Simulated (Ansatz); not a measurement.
# TiN (Osbornite): the cost of one run

Computed with Ansatz 0.2.0 (DFT LDA, scalar-relativistic, plane waves, PAW, unless a step's input says otherwise).

2 further runs of the same task are left out: 2 set aside as unsound or not needed.

### Step 1. Starting point

Symmetry: Fm-3m, No. 225, cubic system. Conventional cell: a = 4.171 Å, b = 4.171 Å, c = 4.171 Å, α = 90.00°, β = 90.00°, γ = 90.00°. Ti (site symmetry m-3m) has 6 N at 2.09 Å as nearest neighbours. N (site symmetry m-3m) has 6 Ti at 2.09 Å as nearest neighbours.

Structure file:

```
CELL_PARAMETERS angstrom
0.00000 2.08573 2.08573
2.08573 0.00000 2.08573
2.08573 2.08573 0.00000
ATOMIC_POSITIONS crystal
Ti 0.00000 0.00000 0.00000
N 0.50000 0.50000 0.50000
```

It is the result of an earlier relaxation at this level (volume 9.07 Å³/atom; gap on the mesh: none (metal)).

### Step 2. The bulk in the cell of the plane

File input.yaml:

```yaml
crystal:
  lattice:
    - [2.9496626303, 0.0, 0.0]
    - [0.0, 2.9496626303, 0.0]
    - [1.4748313151, 1.4748313151, 2.0857264481]
  atoms:
    - { symbol: Ti, position: [0.0, 0.0, 0.0] }
    - { symbol: "N", position: [0.5, 0.5, 0.0] }
basis:
  ecutwfc: 420
kpoints:
  mp_grid: { grid: [12, 12, 16] }
hamiltonian:
  xc: lda
scf:
  occupations: { method: gaussian, width: 0.1 }
output:
  forces: true
  stress: true
  eigenvalues: true
```

Started as:

```
> ansatz run input.yaml --threads 1 --pin off --max-ram 2560MiB --backend cpu --events-out ev --progress --plain --runs-dir out
```

**Question.** How long does this run take on 1 thread of AMD EPYC 9R45 (Zen 5), shared host, and how much memory does it need?

About 3.1 s, with a peak of 0.49 GiB.
